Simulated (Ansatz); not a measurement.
# B2Te: the cost of one run

Computed with Ansatz 0.2.0 (DFT PBE, scalar-relativistic, plane waves, PAW, unless a step's input says otherwise).

## Step 1: The starting structure

Symmetry: P6/mmm, No. 191, hexagonal system. Conventional cell: a = 3.440 Å, b = 3.440 Å, c = 5.213 Å, α = 90.00°, β = 90.00°, γ = 120.00°. B (site symmetry -6m2) is surrounded by 3 B at 1.99 Å. Around Te (site symmetry 6/mmm) lie 12 B at 3.28 Å and 6 Te at 3.44 Å.

Structure file:

```cif
data_structure
_symmetry_space_group_name_H-M 'P 1'
_symmetry_Int_Tables_number 1
_cell_length_a 3.4404
_cell_length_b 3.4404
_cell_length_c 5.2132
_cell_angle_alpha 90.000
_cell_angle_beta 90.000
_cell_angle_gamma 120.000
_cell_volume 53.44
loop_
_atom_site_label
_atom_site_type_symbol
_atom_site_fract_x
_atom_site_fract_y
_atom_site_fract_z
_atom_site_occupancy
B1 B 0.33333 0.66667 0.00000 1
B2 B 0.66667 0.33333 0.00000 1
Te1 Te 0.00000 0.00000 0.50000 1
```

The cell is invented: random cell by space group and Wyckoff sites (P6/mmm, No. 191). The dimensions are guesses.

## Step 2: The guess as it stands, on a coarse mesh

File input.yaml:

```yaml
crystal:
  lattice:
    - [3.44042849, 0.0, 0.0]
    - [-1.72021424, 2.97949847, 0.0]
    - [0.0, 0.0, 5.2132041]
  atoms:
    - { symbol: B, position: [0.33333333, 0.66666667, 0.0] }
    - { symbol: B, position: [0.66666667, 0.33333333, 0.0] }
    - { symbol: Te, position: [0.0, 0.0, 0.5] }
basis:
  ecutwfc: 420
kpoints:
  mp_grid: { grid: [6, 6, 4] }
hamiltonian:
  xc: pbe
scf:
  occupations: { method: gaussian, width: 0.1 }
  lower_state_search: "off"
output:
  forces: true
  stress: true
  eigenvalues: true
```

Run with:

```sh
$ ansatz run input.yaml --threads 1 --pin off --max-ram 2560MiB --backend cpu --events-out ev --progress --plain --runs-dir out
```

**Question.** How long does this run take on 1 thread of Arm Neoverse N1, shared host, and how much memory does it need?

About 2 s, with a peak of 0.29 GiB.
